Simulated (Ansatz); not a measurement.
# CH6BNS: a ladder of functionals and wavefunction methods

An exercise on one series of results from a longer session: the logs are not shown, and one member is left open.

Method: functionals in def2-TZVPP, the program's frozen cores in correlated methods; program: Ansatz 0.2.0, Gaussian basis.

Plan: LDA (SPW92), PBE-D4, revPBE-D4, BLYP-D4, r2SCAN-D4, B97M-V, PBE0-D4, B3LYP-D4, r2SCANh-D4, r2SCAN0-D4, HSE06-D4, BHLYP-D4, CAM-B3LYP-D4, LC-ωPBE, ωB97X-V, ωB97M-V, B2PLYP, PBE-QIDH; CCSD(T)/def2-SVP; CCSD(T)/def2-TZVPP; MP2/def2-QZVPP; extrapolation to the limit; RPA on PBE.

## The geometry

All runs share one geometry, relaxed beforehand with PBE0-D4 in a triple-zeta def2 set.

10 atoms, charge 0, spin multiplicity 1.

Atoms are counted from 1 here; the program's logs count them from 0.

Bond lengths: C1–B2 1.572 Å, C1–H5 1.094 Å, C1–H6 1.093 Å, C1–H7 1.094 Å, B2–N3 1.397 Å, B2–S4 1.828 Å, N3–H8 1.005 Å, N3–H9 1.005 Å, S4–H10 1.343 Å. Angles: B2–C1–H5 111.1°, B2–C1–H6 112.6°, B2–C1–H7 111.0°, H5–C1–H6 107.8°, H5–C1–H7 106.3°, H6–C1–H7 107.8°, C1–B2–N3 121.6°, C1–B2–S4 116.8°, N3–B2–S4 121.6°, B2–N3–H8 124.6°, B2–N3–H9 121.6°, H8–N3–H9 113.8°, B2–S4–H10 98.6°.

As a file:

```mol
CH6BNS
  3D, bonds by distance, orders not assigned

 10  9  0  0  0  0  0  0  0  0999 V2000
   -1.1115    0.5886   -0.5930 C   0  0
    0.2130   -0.0984   -0.0967 B   0  0
    0.4603   -0.3156    1.2610 N   0  0
    1.4130   -0.5998   -1.3819 S   0  0
   -0.8936    1.4929   -1.1688 H   0  0
   -1.7741    0.8682    0.2301 H   0  0
   -1.6699   -0.0741   -1.2609 H   0  0
    1.2886   -0.7506    1.6270 H   0  0
   -0.1991   -0.0396    1.9680 H   0  0
    2.3564   -1.1230   -0.5818 H   0  0
  1  2  8  0
  2  3  8  0
  2  4  8  0
  1  5  8  0
  1  6  8  0
  1  7  8  0
  3  8  8  0
  3  9  8  0
  4 10  8  0
M  END
```

Set-up of the first run:

Contents of in.yaml:

```yaml
crystal:
  periodic: [false, false, false]
  atoms:
    - {symbol: C, position_ang: [-1.111521, 0.588583, -0.593041]}
    - {symbol: B, position_ang: [0.212974, -0.098442, -0.096665]}
    - {symbol: N, position_ang: [0.460317, -0.315613, 1.261012]}
    - {symbol: S, position_ang: [1.412984, -0.599801, -1.381883]}
    - {symbol: H, position_ang: [-0.893555, 1.492913, -1.168768]}
    - {symbol: H, position_ang: [-1.774123, 0.868219, 0.230088]}
    - {symbol: H, position_ang: [-1.669941, -0.074056, -1.260923]}
    - {symbol: H, position_ang: [1.288588, -0.750550, 1.626973]}
    - {symbol: H, position_ang: [-0.199061, -0.039587, 1.968013]}
    - {symbol: H, position_ang: [2.356437, -1.122967, -0.581806]}
basis:
  gaussian: {orbitals: def2-TZVPP}
hamiltonian: {xc: lda}
output: {orbitals: {seedname: orbitals}}
```

Among the steps run: LDA; PBE-D4 (GGA); revPBE-D4 (GGA); BLYP-D4 (GGA); r2SCAN-D4 (meta-GGA); B97M-V (meta-GGA); PBE0-D4 (hybrid); B3LYP-D4 (hybrid); r2SCANh-D4 (hybrid); r2SCAN0-D4 (hybrid); HSE06-D4 (hybrid); BHLYP-D4 (hybrid); CAM-B3LYP-D4 (range-separated); LC-ωPBE-D4 (range-separated; the results give it without D4); ωB97X-V (range-separated); ωB97M-V (range-separated); B2PLYP (double hybrid); PBE-QIDH (double hybrid).

One of the session's tables, all rows but one given; the rest of the session is left out.

It belongs to the step «Orbital energies across the functionals». 

| functional | HOMO (eV) | LUMO (eV) | gap (eV) |
| --- | --- | --- | --- |
| LDA (SPW92) | -5.96 | -0.50 | 5.46 |
| PBE-D4 | -5.83 | -0.33 | 5.50 |
| revPBE-D4 | -5.78 | -0.24 | 5.54 |
| BLYP-D4 | -5.67 | -0.32 | 5.35 |
| r2SCAN-D4 | -6.11 | 0.21 | 6.32 |
| B97M-V | -6.18 | -0.15 | 6.04 |
| PBE0-D4 | -7.06 | 0.52 | 7.58 |
| B3LYP-D4 | -6.82 | 0.19 | 7.00 |
| r2SCANh-D4 | -6.56 | 0.51 | 7.07 |
| r2SCAN0-D4 | -7.25 | 0.91 | 8.16 |
| HSE06-D4 | -6.66 | 0.15 | 6.81 |
| BHLYP-D4 | -8.15 | 1.14 | 9.30 |
| CAM-B3LYP-D4 | -8.39 | 1.29 | 9.68 |
| LC-ωPBE | ? | ? | ? |
| ωB97X-V | -9.43 | 2.37 | 11.79 |
| ωB97M-V | -9.27 | 1.93 | 11.19 |

Q: Estimate the row for LC-ωPBE from the others.

**Answer.** HOMO (eV): -9.80; LUMO (eV): 2.58; gap (eV): 12.38. In the column «HOMO (eV)» it is the lowest.
